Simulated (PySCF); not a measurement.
# H6NTl (Tl(H)3(NH3)): the cost of one run

Program: PySCF 2.14.0. Level of theory: several levels, as the steps say, no spin–orbit coupling. These are calculated values, not measurements.

1 further run of the same task is left out (for a known fault of the program).

### 1 The system as given

8 atoms, charge 0, spin multiplicity 1.

Bond lengths: Tl1–H2 1.752 Å, Tl1–H3 1.752 Å, Tl1–H4 1.752 Å, Tl1–N5 2.548 Å, N5–H6 1.019 Å, N5–H7 1.019 Å, N5–H8 1.019 Å. Angles: H2–Tl1–H3 119.4°, H2–Tl1–H4 119.4°, H2–Tl1–N5 94.3°, H3–Tl1–H4 119.4°, H3–Tl1–N5 94.3°, H4–Tl1–N5 94.3°, Tl1–N5–H6 111.3°, Tl1–N5–H7 111.3°, Tl1–N5–H8 111.3°, H6–N5–H7 107.6°, H6–N5–H8 107.6°, H7–N5–H8 107.6°.

Coordinates:

```xyz
8
charge 0, multiplicity 1
Tl    0.2804   -0.2804    0.2804
H     1.0692    1.0703    1.0692
H    -1.0703   -1.0692    1.0692
H     1.0692   -1.0692   -1.0703
N    -1.1908    1.1908   -1.1908
H    -1.7920    1.7920   -0.6298
H    -0.6298    1.7920   -1.7920
H    -1.7920    0.6298   -1.7920
```

Formal oxidation states: Tl +3. An earlier session relaxed this geometry at PBE0, Tl def2-SVP with ECP60, H def2-SVP, N def2-SVP (singlet, point group C3v).

At PBE0 on the finer grid: E = -230.696103 Eh, HOMO -7.17 eV, LUMO -0.19 eV, Mulliken charge on Tl1 +0.11 e, largest force component 0.006 eV/Å. 

Levels to run: wB97X; TPSS; PBE0, TZVP. Hardware: 2 threads of Arm Neoverse V1, shared host.

### 2 wB97X

run.py (the lines that set the calculation) reads:

```python
mol = gto.M(atom='''
Tl     0.28042    -0.28042     0.28042
H      1.06917     1.07031     1.06917
H     -1.07031    -1.06917     1.06917
H      1.06917    -1.06917    -1.07031
N     -1.19076     1.19076    -1.19076
H     -1.79203     1.79203    -0.62978
H     -0.62978     1.79203    -1.79203
H     -1.79203     0.62978    -1.79203''',
    basis={'Tl': 'def2-SVP', 'H': 'def2-SVP', 'N': 'def2-SVP'},
    ecp={'Tl': 'def2-SVP'},
    charge=0, spin=0)
mf = dft.RKS(mol, xc='WB97X')
mf.grids.atom_grid = (75, 302)
mf = mf.density_fit()  # fitting sets: Tl def2-universal-JKFIT, H def2-universal-JKFIT, N def2-universal-JKFIT
mf.conv_tol = 1e-08; mf.max_cycle = 55
mf.kernel(dm0)  # dm0: the density of the relaxed state
```

Started as:

```console
$ OMP_NUM_THREADS=2 python run.py
```

**Question.** How long does this run take on 2 threads of Arm Neoverse V1, shared host?

About 3.4 s.
